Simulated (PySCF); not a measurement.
**[Er(H2O)3]3+: other functionals and bases at one geometry**

The task here is to estimate one member of a computed series from the others.

Computed with PySCF 2.14.0. Level: several levels, as the steps say, no spin–orbit coupling.

1 further run of the same task is left out (for a known fault of the program).

## The system as given

10 atoms, charge 3, spin multiplicity 1.

Bond lengths: Er1–O2 2.220 Å, Er1–O5 2.220 Å, Er1–O8 2.220 Å, O2–H3 0.989 Å, O2–H4 0.989 Å, O5–H6 0.989 Å, O5–H7 0.989 Å, O8–H9 0.989 Å, O8–H10 0.989 Å. Angles: O2–Er1–O5 120.0°, O2–Er1–O8 120.0°, O5–Er1–O8 120.0°, Er1–O2–H3 128.6°, Er1–O2–H4 128.6°, H3–O2–H4 102.8°, Er1–O5–H6 128.6°, Er1–O5–H7 128.6°, H6–O5–H7 102.8°, Er1–O8–H9 128.6°, Er1–O8–H10 128.6°, H9–O8–H10 102.8°.

Geometry (Å):

```csv
atom,x (Å),y (Å),z (Å)
Er1,0.0000,0.0000,0.0000
O2,2.2205,0.0000,0.0000
H3,2.8376,0.7349,0.2398
H4,2.8376,-0.7349,-0.2398
O5,-1.1102,1.9230,0.0000
H6,-2.0552,2.0900,0.2398
H7,-0.7824,2.8249,-0.2398
O8,-1.1102,-1.9230,0.0000
H9,-0.7824,-2.8249,0.2398
H10,-2.0552,-2.0900,-0.2398
```

Formal oxidation states: Er +3. Each metal's 11 4f electrons lie in its core potential, so multiplicities, spins and levels count the valence alone. An earlier session relaxed this geometry at PBE0, Er lcecp-1-SVP with ECP57, O def2-SVP, H def2-SVP (singlet, point group D3).

At PBE0 on the finer grid: E = -266.023218 Eh, HOMO -25.50 eV, LUMO -17.20 eV, Mulliken charge on Er1 +1.94 e, largest force component 0.006 eV/Å. 

Levels to run: BP86; BLYP; PBE0, TZVP. Hardware: 2 threads of AMD EPYC 7R43 (Zen 3), shared host.

Set-up of the first run:

Contents of run.py (the lines that set the calculation):

```python
mol = gto.M(atom='''
Er     0.00000     0.00000     0.00000
O      2.22049     0.00001     0.00000
H      2.83761     0.73487     0.23977
H      2.83762    -0.73485    -0.23977
O     -1.11025     1.92300     0.00000
H     -2.05523     2.09001     0.23977
H     -0.78241     2.82488    -0.23977
O     -1.11024    -1.92301     0.00000
H     -0.78239    -2.82488     0.23977
H     -2.05521    -2.09002    -0.23977''',
    basis={'Er': 'lcecp-1-SVP', 'O': 'def2-SVP', 'H': 'def2-SVP'},
    ecp={'Er': 'lcecp-1-SVP'},
    charge=3, spin=0)
mf = dft.RKS(mol, xc='B88,P86')
mf.grids.atom_grid = (75, 302)  # f atoms: unpruned, at least (60, 302)
mf = mf.density_fit()  # fitting sets: Er AutoAux, O def2-universal-JKFIT, H def2-universal-JKFIT
mf.conv_tol = 1e-08; mf.max_cycle = 55
mf.kernel(dm0)  # dm0: the density of the relaxed state
```

Run with:

```sh
$ OMP_NUM_THREADS=2 python run.py
```

Steps of the session up to this table: BP86; BLYP; PBE0, TZVP.

One of the session's tables, all rows but one given; the rest of the session is left out.

```
              level  HOMO (eV)  gap (eV)  charge on Er1 (e)  largest force component (eV/Å)
PBE0 (relaxed here)     -25.50      8.30               1.94                            0.01
               BP86          ?         ?                  ?                               ?
               BLYP     -23.53      5.37               1.78                            0.56
         PBE0, TZVP     -25.49      8.36               2.19                            0.31
```

Estimate the missing values for BP86.

As computed: HOMO (eV): -23.76; gap (eV): 5.81; charge on Er1 (e): 1.82; largest force component (eV/Å): 0.56. In the column «HOMO (eV)» it lies between PBE0, TZVP (-25.49) and BLYP (-23.53).

In one basis the HOMO–LUMO gap runs from 5.37 eV (BLYP) to 8.30 eV (PBE0). The largest leftover force, 0.56 eV/Å with BP86, stands at a geometry relaxed at another level. With 4f in the core, its levels are missing from HOMO and gap, and its count is fixed, so no charge can pass from the ligands into it. Total energies of different levels can't be compared.
